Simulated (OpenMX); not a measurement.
A run of OpenMX 3.8.5 is set up as follows.

File Co.dat:

```
System.CurrrentDirectory             ./
System.Name                          Co
DATA.PATH                            ./DFT_DATA13
level.of.stdout                      1
level.of.fileout                     1
Species.Number                       2
<Definition.of.Atomic.Species
  Co  Co6.0H-s3p2d2          Co_PBE13H
  E   H7.0-s2p1              E
Definition.of.Atomic.Species>

Atoms.Number                         8
Atoms.SpeciesAndCoordinates.Unit     FRAC
<Atoms.SpeciesAndCoordinates
    1  Co    0.6666666667    0.3333333334    0.2972946190   9.500  7.500
    2  Co    0.3333333333    0.6666666666    0.3783767714   9.500  7.500
    3  Co    0.6666666667    0.3333333334    0.4594589238   9.500  7.500
    4  Co    0.3333333333    0.6666666666    0.5405410762   9.500  7.500
    5  Co    0.6666666667    0.3333333334    0.6216232286   9.500  7.500
    6  Co    0.3333333333    0.6666666666    0.7027053810   9.500  7.500
    7  E     0.3333333333    0.6666666666    0.7899118026   0.000  0.000
    8  E     0.6666666667    0.3333333334    0.2100881974   0.000  0.000
Atoms.SpeciesAndCoordinates>

Atoms.UnitVectors.Unit               Ang
<Atoms.UnitVectors
     2.5190008694   -0.0000000000    0.0000000000
    -1.2595004347    2.1815187451    0.0000000000
     0.0000000000    0.0000000000   25.2275000000
Atoms.UnitVectors>

scf.XcType                           GGA-PBE
scf.SpinPolarization                 on
scf.ElectronicTemperature            580.226
scf.energycutoff                     500.0
scf.maxIter                          160
scf.EigenvalueSolver                 band
scf.Kgrid                            13 13 1
scf.Mixing.Type                      rmm-diisk
scf.Init.Mixing.Weight               0.01
scf.Min.Mixing.Weight                0.001
scf.Max.Mixing.Weight                0.2
scf.Mixing.History                   40
scf.Mixing.StartPulay                15
scf.criterion                        1.0e-8
MD.Type                              nomd
```

Potentials or basis: OpenMX 2013 PBE set, Co6.0H-s3p2d2, grid cutoff 500 Ry.

Command:

```sh
$ openmx Co.dat -nt 1 > Co.std
```

Predict the net moment.

10.16 μB per cell.

Estimate the largest force.

0.462 eV/Å.

What does it give for the band gap on the k mesh?

None (metal or under the smearing width).

Estimate the site moments.

Co +1.78, +1.66, +1.64 μB.

Forces on the atoms (eV/Å):
```
Co   0.000 -0.017  0.454
Co   0.002  0.033 -0.461
Co  -0.004 -0.032  0.188
Co   0.004  0.032 -0.188
Co  -0.002 -0.033  0.461
Co   0.000  0.017 -0.454
```

Caveat: the basis of atomic orbitals isn't converged, which shifts pressures, moduli and gaps.
